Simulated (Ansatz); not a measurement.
# BrH₆NSi₂: one species, many methods

One table from this session's results is given with a row withheld; the runs are named, their logs left out.

Program: Ansatz 0.2.0, Gaussian basis. Level of theory: functionals in def2-TZVPP, the program's frozen cores in correlated methods. These are calculated values, not measurements.

Plan: LDA (SPW92), PBE-D4, revPBE-D4, BLYP-D4, r2SCAN-D4, B97M-V, PBE0-D4, B3LYP-D4, r2SCANh-D4, r2SCAN0-D4, HSE06-D4, BHLYP-D4, CAM-B3LYP-D4, LC-ωPBE, ωB97X-V, ωB97M-V, B2PLYP, PBE-QIDH; CCSD(T)/def2-SVP; CCSD(T)/def2-TZVPP; MP2/def2-QZVPP; extrapolation to the limit; RPA on PBE.

### The relaxed structure

An earlier PBE0-D4 in a triple-zeta def2 set relaxation fixed the geometry.

SMILES `[SiH3]N[SiH2]Br`, 10 atoms, charge 0, spin multiplicity 1.

Atoms are counted from 1 here; the program's logs count them from 0.

Bond lengths: Si1–N2 1.735 Å, Si1–H5 1.483 Å, Si1–H6 1.487 Å, Si1–H7 1.486 Å, N2–Si3 1.708 Å, N2–H8 1.011 Å, Si3–Br4 2.235 Å, Si3–H9 1.477 Å, Si3–H10 1.479 Å. Angles: N2–Si1–H5 106.5°, N2–Si1–H6 112.3°, N2–Si1–H7 110.3°, H5–Si1–H6 109.5°, H5–Si1–H7 110.2°, H6–Si1–H7 108.0°, Si1–N2–Si3 127.2°, Si1–N2–H8 116.1°, Si3–N2–H8 115.3°, N2–Si3–Br4 113.3°, N2–Si3–H9 109.0°, N2–Si3–H10 109.7°, Br4–Si3–H9 106.1°, Br4–Si3–H10 105.8°, H9–Si3–H10 113.1°.

The first run:

Contents of in.yaml:

```yaml
crystal:
  periodic: [false, false, false]
  atoms:
    - {symbol: Si, position_ang: [-0.565706, 1.362390, 0.546143]}
    - {symbol: N, position_ang: [0.210425, -0.187014, 0.626384]}
    - {symbol: Si, position_ang: [0.688592, -1.171633, -0.685144]}
    - {symbol: Br, position_ang: [-0.974321, -2.416415, -1.510143]}
    - {symbol: H, position_ang: [-0.407217, 1.842148, -0.848293]}
    - {symbol: H, position_ang: [-2.011510, 1.288564, 0.884922]}
    - {symbol: H, position_ang: [0.078545, 2.310546, 1.492057]}
    - {symbol: H, position_ang: [0.199387, -0.643818, 1.528467]}
    - {symbol: H, position_ang: [1.141233, -0.307048, -1.794291]}
    - {symbol: H, position_ang: [1.723672, -2.128919, -0.237304]}
basis:
  gaussian: {orbitals: def2-TZVPP}
hamiltonian: {xc: lda}
output: {orbitals: {seedname: orbitals}}
```

Steps of the session up to this table: LDA; PBE-D4 (GGA); revPBE-D4 (GGA); BLYP-D4 (GGA); r2SCAN-D4 (meta-GGA); B97M-V (meta-GGA); PBE0-D4 (hybrid); B3LYP-D4 (hybrid); r2SCANh-D4 (hybrid); r2SCAN0-D4 (hybrid); HSE06-D4 (hybrid); BHLYP-D4 (hybrid); CAM-B3LYP-D4 (range-separated); LC-ωPBE (range-separated); ωB97X-V (range-separated); ωB97M-V (range-separated); B2PLYP (double hybrid); PBE-QIDH (double hybrid).

One of the session's tables, all rows but one given; the rest of the session is left out.

It belongs to the step «Frontier levels by functional». 

```
  functional  HOMO (eV)  gap (eV)
 LDA (SPW92)      -6.76      5.52
      PBE-D4      -6.63      5.63
   revPBE-D4      -6.58      5.69
     BLYP-D4      -6.49      5.62
   r2SCAN-D4      -6.94      6.36
      B97M-V      -7.07      6.22
     PBE0-D4      -7.94      7.78
    B3LYP-D4      -7.70      7.33
  r2SCANh-D4          ?         ?
  r2SCAN0-D4      -8.16      8.25
    HSE06-D4      -7.54      7.01
    BHLYP-D4      -9.14      9.81
CAM-B3LYP-D4      -9.28     10.08
     LC-ωPBE     -10.66     12.63
     ωB97X-V     -10.30     12.11
     ωB97M-V     -10.19     11.64
```

**Question.** Estimate the row for r2SCANh-D4.

Worked estimate for «HOMO (eV)». Against the share of exact exchange, r2SCAN-D4 (0, -6.94), r2SCAN0-D4 (0.25, -8.16) give a slope of -4.88 per unit share; at 0.1 the line stands at -7.43.

**Answer.** HOMO (eV): -7.43; gap (eV): 7.12. In «HOMO (eV)» the line misses by 0.00.
